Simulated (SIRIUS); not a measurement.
# TiB2 (P6/mmm) in SIRIUS: reference runs

Aim: a first look at TiB2 with PBEsol, on the cell as given and on a disturbed one.

Program: SIRIUS 7.12.0. These are calculated values, not measurements. Logs are shortened: lines on timing, memory, paths and dates and some standing lists are left out, and cuts for length are marked. The log counts tension as positive stress, the text compression.

**1. The structure**

The structure is hexagonal, space group P6/mmm (No. 191). The conventional cell has a = 3.029 Å, b = 3.029 Å, c = 3.228 Å, α = 90.00°, β = 90.00°, γ = 120.00°. Around Ti (site symmetry 6/mmm) lie 12 B at 2.38 Å. B (site symmetry -6m2) is surrounded by 3 B at 1.75 Å.

**2. Single point, PBEsol**

sirius.json

```json
{
  "control": {
    "processing_unit": "cpu",
    "std_evp_solver_name": "lapack",
    "gen_evp_solver_name": "lapack",
    "verbosity": 2,
    "print_forces": true,
    "ortho_rf": true,
    "use_second_variation": true,
    "rmt_max": 3.0,
    "num_bands_to_print": 21,
    "save_wf": true
  },
  "parameters": {
    "electronic_structure_method": "full_potential_lapwlo",
    "xc_functionals": ["XC_GGA_X_PBE_SOL", "XC_GGA_C_PBE_SOL"],
    "core_relativity": "dirac",
    "valence_relativity": "iora",
    "num_fv_states": 21,
    "smearing": "fermi_dirac",
    "smearing_width": 0.0018374661,
    "pw_cutoff": 21,
    "gk_cutoff": 4.09,
    "lmax_apw": 10,
    "lmax_rho": 8,
    "lmax_pot": 8,
    "num_mag_dims": 0,
    "auto_rmt": 0,
    "ngridk": [10, 10, 8],
    "shiftk": [0, 0, 0],
    "num_dft_iter": 80,
    "energy_tol": 1e-07,
    "density_tol": 1e-05,
    "use_symmetry": true
  },
  "settings": {"tol_ne": 1e-10},
  "iterative_solver": {"type": "exact"},
  "mixer": {"type": "anderson", "beta": 0.5, "max_history": 8},
  "unit_cell": {
    "lattice_vectors": [[5.7243583767, 0.0, 0.0], [-2.8621791884, 4.9574397745, 0.0], [0.0, 0.0, 6.1007918207]],
    "atom_types": ["B", "Ti"],
    "atom_files": {"B": "B.json", "Ti": "Ti.json"},
    "atoms": {"B": [[0.6666666667, 0.3333333333, 0.5], [0.3333333333, 0.6666666667, 0.5]], "Ti": [[0.0, 0.0, 0.0]]}
  }
}
```

B.json

```json
{
  "name": "boron",
  "symbol": "B",
  "number": 5,
  "mass": 10.811,
  "rmin": 1e-06,
  "rmt": 1.59,
  "nrmt": 800,
  "rinf": 17.81,
  "core": "",
  "valence": [
    {"basis": [{"enu": 0.21, "dme": 0, "n": 0, "auto": 0}, {"enu": 0.21, "dme": 1, "n": 0, "auto": 0}]},
    {"l": 0, "n": 1, "basis": [{"enu": 0.2559, "dme": 0, "n": 0, "auto": 0}]},
    {"l": 1, "n": 2, "basis": [{"enu": 0.31, "dme": 0, "n": 0, "auto": 0}]},
    {"l": 2, "n": 3, "basis": [{"enu": 0.31, "dme": 0, "n": 0, "auto": 0}]},
    {"l": 3, "n": 4, "basis": [{"enu": 0.31, "dme": 0, "n": 0, "auto": 0}]}
  ],
  "lo": [
    {
      "l": 0,
      "basis": [{"enu": 0.2559, "dme": 0, "n": 0, "auto": 0}, {"enu": 0.2559, "dme": 1, "n": 0, "auto": 0}]
    },
    {
      "l": 0,
      "basis": [{"enu": 0.2559, "dme": 1, "n": 0, "auto": 0}, {"enu": 0.2559, "dme": 2, "n": 0, "auto": 0}]
    },
    {
      "l": 0,
      "basis": [{"enu": -6.1164, "dme": 0, "n": 1, "auto": 1}, {"enu": -6.1164, "dme": 1, "n": 1, "auto": 1}]
    },
    {
      "l": 0,
      "basis": [{"enu": 0.2559, "dme": 0, "n": 0, "auto": 0}, {"enu": 5.0025, "dme": 0, "n": 0, "auto": 0}]
    },
    {"l": 1, "basis": [{"enu": 0.31, "dme": 0, "n": 0, "auto": 0}, {"enu": 0.31, "dme": 1, "n": 0, "auto": 0}]},
    {"l": 1, "basis": [{"enu": 0.31, "dme": 1, "n": 0, "auto": 0}, {"enu": 0.31, "dme": 2, "n": 0, "auto": 0}]},
    {"l": 1, "basis": [{"enu": 0.31, "dme": 0, "n": 0, "auto": 0}, {"enu": 5.7686, "dme": 0, "n": 0, "auto": 0}]},
    {"l": 2, "basis": [{"enu": 0.31, "dme": 0, "n": 0, "auto": 0}, {"enu": 0.31, "dme": 1, "n": 0, "auto": 0}]},
    {"l": 2, "basis": [{"enu": 0.31, "dme": 1, "n": 0, "auto": 0}, {"enu": 0.31, "dme": 2, "n": 0, "auto": 0}]},
    {"l": 2, "basis": [{"enu": 0.31, "dme": 0, "n": 0, "auto": 0}, {"enu": 6.4806, "dme": 0, "n": 0, "auto": 0}]},
    {"l": 3, "basis": [{"enu": 0.31, "dme": 0, "n": 0, "auto": 0}, {"enu": 0.31, "dme": 1, "n": 0, "auto": 0}]}
  ],
  "free_atom": [... radial grid and density of the free atom, the start of the SCF ...]
}
```

Ti.json

```json
{
  "name": "titanium",
  "symbol": "Ti",
  "number": 22,
  "mass": 47.867,
  "rmin": 1e-06,
  "rmt": 2.18,
  "nrmt": 800,
  "rinf": 17.51,
  "core": "1s2s2p",
  "valence": [
    {"basis": [{"enu": 0.21, "dme": 0, "n": 0, "auto": 0}, {"enu": 0.21, "dme": 1, "n": 0, "auto": 0}]},
    {"l": 0, "n": 1, "basis": [{"enu": 0.31, "dme": 0, "n": 0, "auto": 0}]},
    {"l": 1, "n": 2, "basis": [{"enu": 0.31, "dme": 0, "n": 0, "auto": 0}]},
    {"l": 2, "n": 3, "basis": [{"enu": 0.31, "dme": 0, "n": 0, "auto": 0}]},
    {"l": 3, "n": 4, "basis": [{"enu": 0.31, "dme": 0, "n": 0, "auto": 0}]}
  ],
  "lo": [
    {"l": 0, "basis": [{"enu": 0.31, "dme": 0, "n": 0, "auto": 0}, {"enu": 0.31, "dme": 1, "n": 0, "auto": 0}]},
    {
      "l": 0,
      "basis": [{"enu": -1.8103, "dme": 0, "n": 3, "auto": 1}, {"enu": -1.8103, "dme": 1, "n": 3, "auto": 1}]
    },
    {
      "l": 0,
      "basis": [{"enu": -1.8103, "dme": 1, "n": 3, "auto": 1}, {"enu": 0.31, "dme": 0, "n": 0, "auto": 0}]
    },
    {"l": 0, "basis": [{"enu": 0.31, "dme": 0, "n": 0, "auto": 0}, {"enu": 3.6767, "dme": 0, "n": 0, "auto": 0}]},
    {"l": 1, "basis": [{"enu": 0.31, "dme": 0, "n": 0, "auto": 0}, {"enu": 0.31, "dme": 1, "n": 0, "auto": 0}]},
    {
      "l": 1,
      "basis": [{"enu": -0.9503, "dme": 0, "n": 3, "auto": 1}, {"enu": -0.9503, "dme": 1, "n": 3, "auto": 1}]
    },
    {
      "l": 1,
      "basis": [{"enu": -0.9503, "dme": 1, "n": 3, "auto": 1}, {"enu": 0.31, "dme": 0, "n": 0, "auto": 0}]
    },
    {"l": 1, "basis": [{"enu": 0.31, "dme": 0, "n": 0, "auto": 0}, {"enu": 4.1817, "dme": 0, "n": 0, "auto": 0}]},
    {"l": 2, "basis": [{"enu": 0.31, "dme": 0, "n": 0, "auto": 0}, {"enu": 0.31, "dme": 1, "n": 0, "auto": 0}]},
    {"l": 2, "basis": [{"enu": 0.31, "dme": 1, "n": 0, "auto": 0}, {"enu": 0.31, "dme": 2, "n": 0, "auto": 0}]},
    {"l": 2, "basis": [{"enu": 0.31, "dme": 0, "n": 0, "auto": 0}, {"enu": 3.5926, "dme": 0, "n": 0, "auto": 0}]},
    {"l": 3, "basis": [{"enu": 0.31, "dme": 0, "n": 0, "auto": 0}, {"enu": 0.31, "dme": 1, "n": 0, "auto": 0}]},
    {"l": 3, "basis": [{"enu": 0.31, "dme": 0, "n": 0, "auto": 0}, {"enu": 3.9713, "dme": 0, "n": 0, "auto": 0}]}
  ],
  "free_atom": [... radial grid and density of the free atom, the start of the SCF ...]
}
```

sirius_start.json

```json
{
  "control": {
    "processing_unit": "cpu",
    "std_evp_solver_name": "lapack",
    "gen_evp_solver_name": "lapack",
    "verbosity": 1,
    "print_forces": false,
    "ortho_rf": true,
    "use_second_variation": true,
    "rmt_max": 3.0,
    "num_bands_to_print": 21,
    "save_wf": false
  },
  "parameters": {
    "electronic_structure_method": "full_potential_lapwlo",
    "xc_functionals": ["XC_LDA_X", "XC_LDA_C_PW"],
    "core_relativity": "dirac",
    "valence_relativity": "iora",
    "num_fv_states": 21,
    "smearing": "fermi_dirac",
    "smearing_width": 0.0055123983,
    "pw_cutoff": 21,
    "gk_cutoff": 3.27,
    "lmax_apw": 10,
    "lmax_rho": 8,
    "lmax_pot": 8,
    "num_mag_dims": 0,
    "auto_rmt": 0,
    "ngridk": [4, 4, 3],
    "shiftk": [0, 0, 0],
    "num_dft_iter": 30,
    "energy_tol": 0.01,
    "density_tol": 0.05,
    "use_symmetry": true
  },
  "settings": {"tol_ne": 1e-10},
  "iterative_solver": {"type": "exact"},
  "mixer": {"type": "anderson", "beta": 0.5, "max_history": 8},
  "unit_cell": {
    "lattice_vectors": [[5.7243583767, 0.0, 0.0], [-2.8621791884, 4.9574397745, 0.0], [0.0, 0.0, 6.1007918207]],
    "atom_types": ["B", "Ti"],
    "atom_files": {"B": "B.json", "Ti": "Ti.json"},
    "atoms": {"B": [[0.6666666667, 0.3333333333, 0.5], [0.3333333333, 0.6666666667, 0.5]], "Ti": [[0.0, 0.0, 0.0]]}
  }
}
```

Potentials or basis: all-electron FP-LAPW, apw+lo standard.

Launch:

```
> OMP_NUM_THREADS=1 sirius.scf --input=sirius_start.json --output=start.json
> OMP_NUM_THREADS=1 sirius.scf --input=sirius.json --output=output.json --task=1
```

The log of the run:

```text
[info] SIRIUS version : 7.12.0
[info] number of MPI ranks           : 1
[info] MPI grid                      : 1 1
[info] maximum number of OMP threads : 1
[fft] FFT context for density and potential
[fft] =====================================
[fft]   plane wave cutoff                     : 21
[fft]   grid size                             : 45 45 45   total : 91125
[fft]   grid limits                           : -22 22   -22 22   -22 22
[fft]   number of G-vectors within the cutoff : 26975
[fft]   number of G-shells                    : 1391
[fft] FFT context for coarse grid
[fft] =====================================
[fft]   plane wave cutoff                     : 8.18
[fft]   grid size                             : 18 18 18   total : 5832
[fft]   grid limits                           : -8 9   -8 9   -8 9
[fft]   number of G-vectors within the cutoff : 1617
[fft]   number of G-shells                    : 111
[unit cell] lattice vectors
[unit cell]   a1 :       5.7243583767      0.0000000000      0.0000000000
[unit cell]   a2 :      -2.8621791884      4.9574397745      0.0000000000
[unit cell]   a3 :       0.0000000000      0.0000000000      6.1007918207
[unit cell] reciprocal lattice vectors
[unit cell]   b1 :       1.0976226319      0.6337127220     -0.0000000000
[unit cell]   b2 :       0.0000000000      1.2674254440      0.0000000000
[unit cell]   b3 :       0.0000000000     -0.0000000000      1.0298966908
[unit cell] unit cell volume :       173.12925801 [a.u.^3]
[unit cell] 1/sqrt(omega)    :         0.07600021
[unit cell] MT volume        :        77.07202236 (44.52%)
[unit cell] IT volume        :        96.05723564 (55.48%)
[unit cell] number of atom types : 2
[unit cell] type id : 0 symbol :  B mt_radius :   1.590000 num_atoms : 2
[unit cell] type id : 1 symbol : Ti mt_radius :   2.180000 num_atoms : 1
[unit cell] total number of atoms : 3
[unit cell] number of symmetry classes : 2
[unit cell] atom id  type id  class id             position                      vector_field
[unit cell] ------------------------------------------------------------------------------------------
[unit cell]      0        0        0      0.66667   0.33333   0.50000      0.00000   0.00000   0.00000
[unit cell]      1        0        0      0.33333   0.66667   0.50000      0.00000   0.00000   0.00000
[unit cell]      2        1        1      0.00000   0.00000   0.00000      0.00000   0.00000   0.00000
[unit cell] atom id         position (Cartesian, a.u.)
[unit cell] ---------------------------------------------
[unit cell]      0       2.862179    1.652480    3.050396
[unit cell]      1      -0.000000    3.304960    3.050396
[unit cell]      2       0.000000    0.000000    0.000000
[... 377 lines left out ...]
[generate_core_charge_density] atom class : 0
[generate_core_charge_density] atom class : 1
[generate_core_charge_density]   n,l,k : 1 0 1  energy :        -178.06870098
[generate_core_charge_density]   n,l,k : 2 0 1  energy :         -19.09140425
[generate_core_charge_density]   n,l,k : 2 1 1  energy :         -15.84000636
[generate_core_charge_density]   n,l,k : 2 1 2  energy :         -15.62825494
[find] Total energy                   :    -902.45604415 (Ha),   -1804.91208830 (Ry)
[find] iteration : 1, RMS (target) : 5.4655e-02 (1.0000e-05) , energy difference (target) : 2.3387e-05 (1.0000e-07)
[find] Total energy                   :    -902.45602722 (Ha),   -1804.91205443 (Ry)
[find] iteration : 2, RMS (target) : 5.6920e-03 (1.0000e-05) , energy difference (target) : 1.6936e-05 (1.0000e-07)
[find] Total energy                   :    -902.45605043 (Ha),   -1804.91210085 (Ry)
[find] iteration : 3, RMS (target) : 1.9213e-03 (1.0000e-05) , energy difference (target) : -2.3211e-05 (1.0000e-07)
[... 16 lines left out ...]
[find] valence_eval_sum               :     -29.64001781
[find] core_eval_sum                  :    -488.42110092
[find] kinetic energy                 :     910.09072508
[find] enuc                           :   -1081.39500192
[find] <rho|V^{XC}>                   :     -64.31164211
[find] <rho|E^{XC}>                   :     -49.23168491
[find] <mag|B^{XC}>                   :       0.00000000
[find] <rho|V^{H}>                    :   -1363.84020165
[find] smearing (-TS)                 :      -0.00023196
[find] SCF correction                 :       0.00001070
[find] Total energy                   :    -902.45605187 (Ha),   -1804.91210375 (Ry)
[find] Free energy (E-TS)             :    -902.45628384 (Ha),   -1804.91256767 (Ry)
[find] band gap (eV)                  :       0.00000000
[find] Efermi                         :       0.40873397
[find] iteration : 6, RMS (target) : 3.1291e-06 (1.0000e-05) , energy difference (target) : 1.4163e-08 (1.0000e-07)
[find] converged after 7 SCF iterations!
[find] Charges and magnetic moments
[find] --------------------------------------------------------------------------------
[find] atom      charge    core leakage
[find] --------------------------------------------------------------------------------
[find]    0    3.603000    0.000000e+00
[find]    1    3.603000    0.000000e+00
[find]    2   20.035447    7.353495e-09
[find] total core leakage    : 7.35349548e-09
[find] interstitial charge   : 4.758553
[find] total charge          : 31.999999
[find] Energy
[find] --------------------------------------------------------------------------------
[find] valence_eval_sum               :     -29.64001781
[find] core_eval_sum                  :    -488.42110092
[find] kinetic energy                 :     910.09072508
[find] enuc                           :   -1081.39500192
[find] <rho|V^{XC}>                   :     -64.31164211
[find] <rho|E^{XC}>                   :     -49.23168491
[find] <mag|B^{XC}>                   :       0.00000000
[find] <rho|V^{H}>                    :   -1363.84020165
[find] smearing (-TS)                 :      -0.00023196
[find] SCF correction                 :       0.00001070
[find] Total energy                   :    -902.45605187 (Ha),   -1804.91210375 (Ry)
[find] Free energy (E-TS)             :    -902.45628384 (Ha),   -1804.91256767 (Ry)
[find] band gap (eV)                  :       0.00000000
[find] Efermi                         :       0.40873397
[ground_state]
[ground_state] ==== total Forces in Ha/bohr =====
[ground_state] atom:    0, force:       0.0000000      0.0000000     -0.0000000
[ground_state] atom:    1, force:      -0.0000000     -0.0000000      0.0000000
[ground_state] atom:    2, force:       0.0000000      0.0000000      0.0000000
[ground_state] ==== contribution from density =====
[ground_state] atom:    0, force:       0.0000000      0.0000000     -0.0000000
[ground_state] atom:    1, force:      -0.0000000     -0.0000000      0.0000000
[ground_state] atom:    2, force:       0.0000000      0.0000000      0.0000000
[ground_state] ==== contribution from Hartree potential =====
[ground_state] atom:    0, force:      -0.0000000      0.0000000      0.0000000
[ground_state] atom:    1, force:       0.0000000     -0.0000000      0.0000000
[ground_state] atom:    2, force:       0.0000000      0.0000000      0.0000000
[ground_state] ==== contribution from IBS =====
[ground_state] atom:    0, force:       0.0000000      0.0000000      0.0000000
[ground_state] atom:    1, force:      -0.0000000     -0.0000000      0.0000000
[ground_state] atom:    2, force:       0.0000000      0.0000000      0.0000000
```

Wall time 76 s (1 thread of Arm Neoverse V1, shared host); peak memory 0.53 GiB.

Results:

```
Free energy                                       : -24557.0865 eV
Band gap on the k mesh                            : none (metal or under the smearing width)
All electrons inside the program's atomic spheres : Ti 20.04; B 3.60 (radii B 1.59, Ti 2.18 bohr)
```

Levels at points of the mesh, in eV from the Fermi level:
| k point | band 8 | band 9 | band 10 | band 11 | band 12 | band 13 | band 14 | band 15 |
| --- | --- | --- | --- | --- | --- | --- | --- | --- |
| (0.00, 0.00, 0.00) | -2.53 | -2.53 | -2.24 | -2.08 | 1.97 | 1.97 | 3.75 | 3.75 |
| (0.50, 0.00, 0.00) | -9.12 | -3.18 | -3.16 | -2.23 | 1.41 | 2.83 | 3.31 | 3.45 |
| (0.00, 0.00, 0.50) | -7.56 | -0.46 | -0.46 | -0.12 | -0.12 | 0.50 | 0.50 | 1.71 |
| (0.50, 0.00, 0.50) | -7.45 | -4.57 | -3.77 | -3.07 | 2.56 | 3.01 | 4.58 | 4.69 |

(Continued in part 2 of 2.)
